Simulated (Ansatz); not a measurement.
# NiMoIrPdW (P3m1) in Ansatz: further runs

One crystal, NiMoIrPdW, is run at these levels: r2SCAN+rVV10, PBE; tasks: relaxation of cell and atoms, single point.

Everything below comes from runs of Ansatz 0.2.0. Logs are shortened: lines on timing, memory, paths and dates and some standing lists are left out, and cuts for length are marked.

### 1 The structure

It takes space group P3m1 (No. 156, trigonal). The conventional cell has a = 2.770 Å, b = 2.770 Å, c = 21.881 Å, α = 90.00°, β = 90.00°, γ = 120.00°. Ni (site symmetry 3m) is surrounded by 9 Ni at 2.52 to 2.77 Å and 3 W at 2.57 Å. Ni (site symmetry 3m) has 9 Ni at 2.52 to 2.77 Å and 3 Ir at 2.62 Å as nearest neighbours. Mo (site symmetry 3m) has 3 Ir at 2.76 Å and 6 Mo at 2.77 Å and 3 Pd at 2.80 Å as nearest neighbours. Mo (site symmetry 3m) has 3 Ir at 2.66 Å and 6 Mo at 2.77 Å and 3 Pd at 2.82 Å as nearest neighbours. Pd (site symmetry 3m) is surrounded by 6 Pd at 2.77 Å and 3 W at 2.79 Å and 3 Mo at 2.80 Å. Around Pd (site symmetry 3m) lie 6 Pd at 2.77 Å and 3 W at 2.80 Å and 3 Mo at 2.82 Å. Ir (site symmetry 3m) has 3 Mo at 2.76 Å and 6 Ir at 2.77 Å and 3 W at 2.77 Å as nearest neighbours. Ir (site symmetry 3m) has 3 Ni at 2.62 Å and 3 Mo at 2.66 Å and 6 Ir at 2.77 Å as nearest neighbours.

The cell was built by a generator and needn't be a form met in nature.

### 2 Relaxation of cell and atoms, r2SCAN+rVV10, collinear spin, ferromagnetic start

input.yaml reads:

```yaml
crystal:
  lattice:
    - [2.77046, 0.0, 0.0]
    - [-1.38523, 2.39928, 0.0]
    - [0.0, 0.0, 21.88122]
  atoms:
    - { symbol: Ni, position: [0.33333, 0.66667, 0.04433], spin: 1.0 }
    - { symbol: Ni, position: [0.66667, 0.33333, 0.95562], spin: 1.0 }
    - { symbol: Mo, position: [0.66667, 0.33333, 0.3427], spin: 1.0 }
    - { symbol: Mo, position: [0.66667, 0.33333, 0.7632], spin: 1.0 }
    - { symbol: Pd, position: [0.33333, 0.66667, 0.44768] }
    - { symbol: Pd, position: [0.33333, 0.66667, 0.65723] }
    - { symbol: Ir, position: [0.33333, 0.66667, 0.23988], spin: 0.6 }
    - { symbol: Ir, position: [0.33333, 0.66667, 0.8605], spin: 0.6 }
    - { symbol: W, position: [0.66667, 0.33333, 0.13646] }
    - { symbol: W, position: [0.66667, 0.33333, 0.5524] }
hamiltonian:
  xc: r2scan
  pseudopotentials: { kind: paw }
  dispersion: rvv10
magnetization:
  spin_polarized: true
kpoints:
  mp_grid: { grid: [8, 8, 1] }
scf:
  occupations: { method: fermi_dirac, width: 0.05 }
output:
  forces: true
  stress: true
  eigenvalues: true
relax:
  f_tol: 0.01
  max_steps: 40
  cell: { stress_tol: 0.05 }
```

Potentials or basis: Ansatz PAW.

On the command line:

```sh
$ ansatz run input.yaml --threads 8 --pin off --max-ram 20480MiB --backend cpu --events-out ev --progress --plain --runs-dir out
```

The program printed:

```text
Warning: the atoms were moved onto the symmetric positions of the space group found under crystal.symmetry.tolerance 1.0e-5 (fractional; no operation is sought that the atoms, as they stand in a round, miss by more than twice it, and no atom is moved by as much as it), and the run uses the moved positions. Before a round's move an operation carried an atom to 2.77e-5 Å from where it should land, the largest such distance. Atom 0 (counting from 0) moved farthest, by 1.60e-5 Å; the longest move in fractions of the cell, of whichever atom, is 0.47 of the tolerance, in 1 round. To run the atoms as typed, lower crystal.symmetry.tolerance until the operations that they miss are no longer found, or set crystal.symmetry.detect: false (a key that needs symmetry detection or time reversal refuses this as the deck is read). The positions used, in the order of the run's atom list: position: [0.3333333333333333, 0.6666666666666666, 0.04433]; position: [0.6666666666666666, 0.3333333333333333, 0.95562]; position: [0.6666666666666666, 0.3333333333333333, 0.3427]; position: [0.6666666666666666, 0.3333333333333333, 0.7632]; position: [0.3333333333333333, 0.6666666666666666, 0.44768]; position: [0.3333333333333333, 0.6666666666666666, 0.65723]; position: [0.3333333333333333, 0.6666666666666666, 0.23988]; position: [0.3333333333333333, 0.6666666666666666, 0.8605]; position: [0.6666666666666666, 0.3333333333333333, 0.13646]; position: [0.6666666666666666, 0.3333333333333333, 0.5524]; The lattice was moved too: crystal.lattice keeps the space group found at crystal.symmetry.tolerance 1.0e-5 only nearly: the operation that it misses by the most changes a squared length by the fraction 6.31e-6. The run uses the lattice that is a stretch of the typed one, with no rotation, onto the one that keeps every operation to a double's rounding (on a very oblique basis the stretch itself rounds by more); the deck's lattice vector that moved farthest moved by 5.05e-6 Å. To run the lattice as typed, set crystal.symmetry.tolerance under 6.30e-6, the least fraction by which an operation that the lattice misses changes a squared length (the same key also sets how far an atom may lie from its image, so lowering it can lose operations that the atoms keep only within it), or set crystal.symmetry.detect: false, as for the atoms. crystal.lattice made exact, in Å and degrees: [[2.770454953865881, 0.0, 0.0], [-1.3852274769329405, 2.399284370088298, 0.0], [0.0, 0.0, 21.88122]]. Pasted over the deck's crystal.lattice, beside positions in fractional coordinates, it runs the same cell (given as lengths and angles, that cell in the form's own orientation, a rigid turn of the misfit's size from the one run here, for which a checkpoint.post_process_only pass over this run's state can be refused: where this run relaxes nothing, give such a pass this deck's own crystal.lattice, as typed; behind a relaxation, as crystal.lattice, the state's own cell, identity.cell in its checkpoint.json), and a matrix so pasted ends this notice, except on a very skew basis of the lattice, where the rounding of the pasted numbers themselves can read as a misfit: the cell is then moved again, and that move is told again. The lattice as run is in this notice's lattice.as_run_ang field (Run.prep()["deck_notices"] in Python, the deck_notice line of an events file, deck_notices of ansatz run --dry-run=json, or deck_notices in record.json in the deck's checkpoint.write directory).
Warning: RAYON_NUM_THREADS=8 ignored (pool sized by the plan → 8); use --threads N
Engine: ansatz 0.2.0, x86_64-unknown-linux-gnu
Pseudopotentials: kind: paw
Pseudopotential: Ni, paw, valence charge 18, recommended cutoff 500 eV (meta_gga), Ni.paw.azcp
[... 321 lines left out ...]
  k-point 9 ↓: bands = ["-84.7749", "-84.4165", "-72.8866", "-72.8251", "-65.6880", "-65.6590", "-53.9359", "-53.7968", "-43.8205", "-43.6595", "-43.6415", "-43.4071", "-43.3286", "-43.3134", "-40.9777", "-40.9706", "-30.7058", "-30.6722", "-30.6412", "-30.6143", "-30.5481", "-30.5212", "-29.4263", "-29.3385", "-29.2681", "-29.1797", "-29.0577", "-29.0413", "-18.0684", "-17.9756", "-17.7065", "-17.6466", "-17.6110", "-17.4964", "-14.9408", "-14.9214", "-14.5617", "-14.5430", "-14.4425", "-14.4228", "15.8969", "15.9474", "16.1138", "16.2402", "16.3692", "16.4915", "16.7284", "16.8807", "16.9577", "17.0804", "17.1834", "17.2090", "17.2730", "17.3205", "17.5134", "17.5642", "17.8654", "18.0287", "18.2086", "18.2622", "18.3481", "18.4433", "18.7577", "19.1803", "19.4286", "19.5632", "19.6380", "19.7716", "19.8102", "19.9595", "20.6318", "20.7431", "20.9668", "21.0120", "21.1119", "21.4338", "21.5109", "21.7667", "22.0674", "22.1861", "22.3033", "22.5052", "22.7703", "23.0318", "23.3121", "23.3901", "23.5995", "23.9264", "24.0619", "24.4481", "25.3502", "26.3812", "27.7366", "27.9239", "27.9947", "28.1469", "28.5326", "28.8910", "29.1757", "29.5845", "29.8285"]
--- Relaxed structure (6 steps of the walk, 5 accepted, 1 SCFs on fresh bases) ---
  F+E_penalty+E_count = -80269.41724335 eV   max|allowed force component| = 2.842e-3 eV/Å   (the final SCF, on the basis selected at the relaxed cell)
  cell:  # Å, volume = 141.0837 Å³
    - [2.7384385244657192, -2.3696918057563583e-18, 3.8428995380474525e-18]
    - [-1.3692192622328596, 2.371557328889287, -1.9214497690237247e-18]
    - [3.035145188431221e-17, 7.47906563794212e-33, 21.724015324521364]
  atoms:
    - { symbol: Ni, position: [0.33333333333333326, 0.6666666666666665, 0.0434953245272996] }
    - { symbol: Ni, position: [0.6666666666666665, 0.33333333333333326, 0.9564940356069295] }
    - { symbol: Mo, position: [0.6666666666666665, 0.33333333333333326, 0.34192275448778003] }
    - { symbol: Mo, position: [0.6666666666666665, 0.33333333333333326, 0.7636206275681643] }
    - { symbol: Pd, position: [0.33333333333333326, 0.6666666666666665, 0.4473733814334823] }
    - { symbol: Pd, position: [0.33333333333333326, 0.6666666666666665, 0.6573682858985743] }
    - { symbol: Ir, position: [0.33333333333333326, 0.6666666666666665, 0.2391116210120259] }
    - { symbol: Ir, position: [0.33333333333333326, 0.6666666666666665, 0.8619517517700722] }
    - { symbol: W, position: [0.6666666666666665, 0.33333333333333326, 0.13617498829418978] }
    - { symbol: W, position: [0.6666666666666665, 0.33333333333333326, 0.5524872294014821] }
```

Wall time 2.3 min (8 threads of AMD EPYC 7R13 (Zen 3), shared host); peak memory 1.7 GiB.

What came out:

* Free energy: -80269.4172 eV
* Relaxed volume: 14.11 Å³/atom
* Relaxed cell: a = 2.738 Å, b = 2.738 Å, c = 21.724 Å, α = 90.00°, β = 90.00°, γ = 120.00°
* Space group after relaxing (to 0.05 Å): P3m1 (No. 156)
* Energy gained by relaxing: 11.8 meV/atom
* Ionic steps: 6
* Pressure after relaxing: 0.0 GPa
* Band gap on the k mesh: none (metal or under the smearing width)
* Net moment: 0.61 μB per cell
* Absolute moment: 1.01 μB per cell
* Site moments: Ni +0.34, +0.42; Mo +0.00, -0.04; Pd -0.00; Ir -0.00; W +0.01, -0.01 μB

Forces on the atoms (eV/Å):
```
Ni   0.000  0.000  0.001
Ni   0.000  0.000  0.003
Mo   0.000  0.000  0.000
Mo   0.000  0.000  0.001
Pd   0.000  0.000  0.001
Pd   0.000  0.000  0.000
Ir   0.000  0.000  0.000
Ir   0.000  0.000 -0.002
W    0.000  0.000 -0.002
W    0.000  0.000 -0.002
```

The path:
```csv
step,energy change (eV),largest force (eV/Å),volume (Å³)
1,0.0000,0.2495,145.45
2,-0.1153,0.1707,141.72
3,-0.1195,0.0906,141.51
4,-0.1221,0.0137,141.10
5,-0.1221,0.0027,141.08
6,-0.1183,0.0028,141.08
```

Final structure:
```xyz
10
Lattice="2.7384 0.0000 0.0000 -1.3692 2.3716 0.0000 0.0000 0.0000 21.7240" Properties=species:S:1:pos:R:3 pbc="T T T"
Ni    0.0000    1.5810    0.9449
Ni    1.3692    0.7905   20.7789
Mo    1.3692    0.7905    7.4279
Mo    1.3692    0.7905   16.5889
Pd    0.0000    1.5810    9.7187
Pd    0.0000    1.5810   14.2807
Ir    0.0000    1.5810    5.1945
Ir    0.0000    1.5810   18.7251
W     1.3692    0.7905    2.9583
W     1.3692    0.7905   12.0022
```

Caveat: the magnetic or orbital state may not be the lowest; the plane-wave basis is chosen anew once the cell has moved, so the energies of steps on either side of that aren't comparable; the PAW data sets come from PBE, with cores solved anew for the run's functional, which leaves a small shift of forces and pressure.

### 3 Single point, PBE, collinear spin, ferromagnetic start

input.yaml: that of step 2 with these lines changed.

```diff
@@ -17,5 +17,4 @@
 hamiltonian:
-  xc: r2scan
-  pseudopotentials: { kind: paw }
-  dispersion: rvv10
+  xc: pbe
+  pseudopotentials: { kind: nc, accuracy: standard }
 magnetization:
@@ -23,3 +22,3 @@
 kpoints:
-  mp_grid: { grid: [8, 8, 1] }
+  mp_grid: { grid: [11, 11, 2] }
 scf:
@@ -30,5 +29 @@
   eigenvalues: true
-relax:
-  f_tol: 0.01
-  max_steps: 40
-  cell: { stress_tol: 0.05 }
```

Potentials or basis: PseudoDojo standard (PBE files).

On the command line:

```sh
$ ansatz run input.yaml --threads 8 --pin off --max-ram 20480MiB --backend cpu --events-out ev --progress --plain --runs-dir out
```

The program printed:

```text
Warning: the atoms were moved onto the symmetric positions of the space group found under crystal.symmetry.tolerance 1.0e-5 (fractional; no operation is sought that the atoms, as they stand in a round, miss by more than twice it, and no atom is moved by as much as it), and the run uses the moved positions. Before a round's move an operation carried an atom to 2.77e-5 Å from where it should land, the largest such distance. Atom 0 (counting from 0) moved farthest, by 1.60e-5 Å; the longest move in fractions of the cell, of whichever atom, is 0.47 of the tolerance, in 1 round. To run the atoms as typed, lower crystal.symmetry.tolerance until the operations that they miss are no longer found, or set crystal.symmetry.detect: false (a key that needs symmetry detection or time reversal refuses this as the deck is read). The positions used, in the order of the run's atom list: position: [0.3333333333333333, 0.6666666666666666, 0.04433]; position: [0.6666666666666666, 0.3333333333333333, 0.95562]; position: [0.6666666666666666, 0.3333333333333333, 0.3427]; position: [0.6666666666666666, 0.3333333333333333, 0.7632]; position: [0.3333333333333333, 0.6666666666666666, 0.44768]; position: [0.3333333333333333, 0.6666666666666666, 0.65723]; position: [0.3333333333333333, 0.6666666666666666, 0.23988]; position: [0.3333333333333333, 0.6666666666666666, 0.8605]; position: [0.6666666666666666, 0.3333333333333333, 0.13646]; position: [0.6666666666666666, 0.3333333333333333, 0.5524]; The lattice was moved too: crystal.lattice keeps the space group found at crystal.symmetry.tolerance 1.0e-5 only nearly: the operation that it misses by the most changes a squared length by the fraction 6.31e-6. The run uses the lattice that is a stretch of the typed one, with no rotation, onto the one that keeps every operation to a double's rounding (on a very oblique basis the stretch itself rounds by more); the deck's lattice vector that moved farthest moved by 5.05e-6 Å. To run the lattice as typed, set crystal.symmetry.tolerance under 6.30e-6, the least fraction by which an operation that the lattice misses changes a squared length (the same key also sets how far an atom may lie from its image, so lowering it can lose operations that the atoms keep only within it), or set crystal.symmetry.detect: false, as for the atoms. crystal.lattice made exact, in Å and degrees: [[2.770454953865881, 0.0, 0.0], [-1.3852274769329405, 2.399284370088298, 0.0], [0.0, 0.0, 21.88122]]. Pasted over the deck's crystal.lattice, beside positions in fractional coordinates, it runs the same cell (given as lengths and angles, that cell in the form's own orientation, a rigid turn of the misfit's size from the one run here, for which a checkpoint.post_process_only pass over this run's state can be refused: where this run relaxes nothing, give such a pass this deck's own crystal.lattice, as typed; behind a relaxation, as crystal.lattice, the state's own cell, identity.cell in its checkpoint.json), and a matrix so pasted ends this notice, except on a very skew basis of the lattice, where the rounding of the pasted numbers themselves can read as a misfit: the cell is then moved again, and that move is told again. The lattice as run is in this notice's lattice.as_run_ang field (Run.prep()["deck_notices"] in Python, the deck_notice line of an events file, deck_notices of ansatz run --dry-run=json, or deck_notices in record.json in the deck's checkpoint.write directory).
[... 117 lines left out ...]
  k-point 31 ↓: bands = ["-81.8671", "-81.5529", "-71.4328", "-71.3416", "-63.6632", "-63.6291", "-52.7421", "-52.5869", "-42.4218", "-42.1711", "-42.1604", "-41.9723", "-41.9217", "-41.9126", "-39.6298", "-39.6053", "-29.5647", "-29.5259", "-29.4120", "-29.3802", "-29.3559", "-29.3241", "-28.4142", "-28.3212", "-28.3072", "-28.2139", "-28.1568", "-28.1113", "-17.3116", "-17.2059", "-17.0929", "-17.0210", "-16.9847", "-16.8632", "-14.1716", "-14.1249", "-13.9408", "-13.8951", "-13.8127", "-13.7916", "15.9400", "15.9792", "16.2041", "16.2822", "16.4070", "16.5456", "16.7057", "16.7685", "16.8521", "16.9270", "17.0016", "17.0709", "17.1245", "17.2012", "17.2701", "17.3259", "17.5920", "17.7192", "17.8890", "17.9253", "18.0427", "18.0685", "18.5010", "18.8468", "18.9975", "19.3430", "19.3867", "19.4394", "19.4782", "19.5080", "20.1481", "20.3092", "20.3121", "20.4938", "20.6604", "20.8800", "20.9971", "21.0615", "21.3091", "21.3557", "21.7019", "21.7348", "22.2310", "22.3491", "22.5821", "22.7077", "22.8885", "23.1588", "23.4201", "23.7106", "24.6899", "25.6327", "26.7212", "26.9825", "27.2710", "27.4446", "27.5990", "27.7941", "28.0484", "28.2276", "28.7151"]
```

Run time: 1.7 min. Hardware: 8 threads of Intel Xeon 6975P-C (Granite Rapids), shared host; peak memory 4.6 GiB.

What came out:

```
Free energy            : -30725.4933 eV
Pressure               : -0.1 GPa
Largest force          : 0.161 eV/Å
Band gap on the k mesh : none (metal or under the smearing width)
Net moment             : 0.00 μB per cell
Absolute moment        : 0.00 μB per cell
```

Forces in eV/Å, atoms in the order of the input:
```
Ni   0.000  0.000 -0.014
Ni   0.000  0.000 -0.008
Mo   0.000  0.000 -0.089
Mo   0.000  0.000 -0.128
Pd   0.000  0.000 -0.006
Pd   0.000  0.000  0.003
Ir   0.000  0.000 -0.009
Ir   0.000  0.000  0.077
W    0.000  0.000  0.161
W    0.000  0.000  0.013
```

Levels at points of the mesh, in eV from the Fermi level:
Spin up:
| k point | band 77 | band 78 | band 79 | band 80 | band 81 | band 82 | band 83 | band 84 | band 85 | band 86 |
| --- | --- | --- | --- | --- | --- | --- | --- | --- | --- | --- |
| (0.00, 0.00, 0.00) | -1.37 | -1.03 | -1.03 | -0.65 | -0.65 | -0.62 | -0.39 | -0.33 | -0.33 | -0.07 |
| (0.00, 0.00, -0.50) | -1.39 | -1.11 | -1.03 | -1.03 | -0.66 | -0.66 | -0.30 | -0.30 | -0.11 | -0.11 |
Spin down:
```tsv
k point	band 77	band 78	band 79	band 80	band 81	band 82	band 83	band 84	band 85	band 86
(0.00, 0.00, 0.00)	-1.37	-1.03	-1.03	-0.65	-0.65	-0.62	-0.39	-0.33	-0.33	-0.07
(0.00, 0.00, -0.50)	-1.39	-1.11	-1.03	-1.03	-0.66	-0.66	-0.30	-0.30	-0.11	-0.11
```

Caveat: the starting moments weren't kept.
